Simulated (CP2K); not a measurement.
Runs of CP2K 2026.2 on NbSi. It takes space group Pm-3m (No. 221, cubic). Conventional cell: a = 3.156 Å, b = 3.156 Å, c = 3.156 Å, α = 90.00°, β = 90.00°, γ = 90.00°. Nb (site symmetry m-3m) is surrounded by 8 Si at 2.73 Å. Si (site symmetry m-3m) is surrounded by 8 Nb at 2.73 Å. The cell was built by a generator and needn't be a form met in nature.

```tsv
level	cutoff of the non-local correlation (Ry)	gap on the mesh (eV)	pressure (GPa)
LDA	-	none	-4.8
PBE	-	none	0.5
MS2	-	none	0.5
rev-vdW-DF2	300	none	(a)
OLYP	-	none	-3.6
PBEsol	-	none	-3.3
BEEF-vdW	300	none	0.5
```

Alike in all rows: task atomic charges; potentials or basis POTENTIAL_UZH Nb GTH-PBE-q13, Si GTH-PBE-q4; TZVP-MOLOPT-PBE-GTH basis; no spin polarisation; cell as given; k mesh 8 × 8 × 8; smearing fermi-dirac 0.05 eV.

**Question.** Estimate the missing entries.

**Answer.** (a) 0.3.

Caveats: the basis of atomic orbitals isn't converged, which shifts pressures, moduli and gaps; the potentials were made for another functional, which shifts forces and pressure (some runs).

A k mesh can miss the band edges, and the runs leave out spin-orbit coupling on Nb.

A gap of «none» marks a metal or a gap under the smearing width.
